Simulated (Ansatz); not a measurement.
# CH₄AlFOSi: one species, many methods

The task here is to estimate one member of a computed series from the others.

Program: Ansatz 0.2.0, Gaussian basis. Level of theory: functionals in def2-TZVPP, the program's frozen cores in correlated methods. These are calculated values, not measurements.

Levels to be run: PBE-D4, r2SCAN-D4, PBE0-D4, B3LYP-D4, ωB97X-V, ωB97M-V, B2PLYP; CCSD(T)/def2-TZVPP; MP2/def2-QZVPP; extrapolation to the limit.

## The geometry

An earlier PBE0-D4 in a triple-zeta def2 set relaxation fixed the geometry.

SMILES `[F][Al]1[CH2]O[SiH2]1`, 9 atoms, charge 0, spin multiplicity 1.

Atoms are counted from 1 here; the program's logs count them from 0.

Bond lengths: F1–Al2 1.648 Å, Al2–C3 1.992 Å, Al2–Si5 2.412 Å, C3–O4 1.443 Å, C3–H6 1.095 Å, C3–H7 1.095 Å, O4–Si5 1.676 Å, Si5–H8 1.490 Å, Si5–H9 1.491 Å. Angles: F1–Al2–C3 135.6°, F1–Al2–Si5 150.6°, C3–Al2–Si5 73.8°, Al2–C3–O4 94.4°, Al2–C3–H6 117.5°, Al2–C3–H7 117.4°, O4–C3–H6 109.5°, O4–C3–H7 109.5°, H6–C3–H7 107.5°, C3–O4–Si5 117.2°, Al2–Si5–O4 74.7°, Al2–Si5–H8 123.7°, Al2–Si5–H9 123.6°, O4–Si5–H8 111.2°, O4–Si5–H9 111.2°, H8–Si5–H9 106.7°.

Set-up of the first run:

Contents of in.yaml:

```yaml
crystal:
  periodic: [false, false, false]
  atoms:
    - {symbol: F, position_ang: [-1.835329, -1.758114, -1.704073]}
    - {symbol: Al, position_ang: [-0.859434, -0.843445, -0.740677]}
    - {symbol: C, position_ang: [0.395766, 0.677227, -1.020885]}
    - {symbol: O, position_ang: [0.761848, 0.777046, 0.371465]}
    - {symbol: Si, position_ang: [0.039062, -0.301185, 1.431472]}
    - {symbol: H, position_ang: [1.291486, 0.488850, -1.621034]}
    - {symbol: H, position_ang: [-0.031448, 1.627847, -1.355279]}
    - {symbol: H, position_ang: [1.058729, -1.129770, 2.135212]}
    - {symbol: H, position_ang: [-0.732381, 0.415244, 2.486699]}
basis:
  gaussian: {orbitals: def2-TZVPP}
hamiltonian: {xc: pbe, dispersion: d4}
output: {forces: true, orbitals: {seedname: orbitals}}
```

Launch:

```sh
$ ansatz run in.yaml --threads 4 --pin off --events-out ev --progress --plain --max-ram 10444MiB
```

Among the steps run: PBE-D4 (GGA); r2SCAN-D4 (meta-GGA); PBE0-D4 (hybrid); B3LYP-D4 (hybrid); ωB97X-V (range-separated); ωB97M-V (range-separated); B2PLYP (double hybrid); CCSD(T) in def2-TZVPP; MP2 in def2-QZVPP.

One of the session's tables, all rows but one given; the rest of the session is left out.

```
            method  atomisation energy (eV)
            PBE-D4                   34.131
         r2SCAN-D4                   33.754
           PBE0-D4                   33.381
          B3LYP-D4                   33.410
           ωB97X-V                   33.787
           ωB97M-V                   33.668
            B2PLYP                   33.181
     HF/def2-TZVPP                   24.113
    MP2/def2-TZVPP                        ?
   CCSD/def2-TZVPP                   32.120
CCSD(T)/def2-TZVPP                   32.686
           MP2/CBS                   34.571
       CCSD(T)/CBS                   33.714
```

Q: Estimate the row for MP2/def2-TZVPP from the others.

As computed: atomisation energy (eV): 33.543. In the column «atomisation energy (eV)» it lies between B3LYP-D4 (33.410) and ωB97M-V (33.668).
